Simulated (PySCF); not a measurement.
# C5H10N2: the cost of one run

Computed with PySCF 2.14.0 and routines of our own; the level stands in each step. Atoms count from 0.

### 1 The system as given

17 atoms, charge 0, multiplicity 3; geometry from: GFN2-xTB.

### 2 Open-shell or spin-flip excitations: unrestricted TDA PBE0/def2-SVPD

What the job is given:

```
{"job": {"kind": "uabs", "xc": "PBE0", "basis": "def2-SVPD", "nstates": 10, "tda": true}, "charge": 0, "multiplicity": 3}
C     -0.766280     1.880639     1.307513
C     -1.448617     0.802887     0.824339
C     -0.954050    -0.128739    -0.089576
C     -1.792561    -1.287322    -0.552092
N      0.258339     0.033501    -0.696440
N      1.346284    -0.578873    -0.220605
C      2.614048    -0.172790    -0.761163
H     -1.209559     2.543535     2.027209
H      0.226016     2.114578     0.964512
H     -2.456021     0.630871     1.183138
H     -1.332526    -2.232011    -0.252370
H     -2.793122    -1.231242    -0.132320
H     -1.860072    -1.290051    -1.640119
H      1.345319    -0.853669     0.762630
H      2.474778     0.035618    -1.820130
H      3.332299    -0.983281    -0.637470
H      3.008726     0.728380    -0.276965
```

Method: unrestricted TDA PBE0/def2-SVPD, vertical, gas phase, core orbitals frozen in the response.

Started as:

```console
OMP_NUM_THREADS=1 python excited_run.py task.json out
```

The driver reads the jobs from task.json and runs them one after another.

**Question.** How long does this first job take on 1 thread of Arm Neoverse V2, shared host, and how much memory does it need?

About 56 s, with a peak of 0.77 GiB.
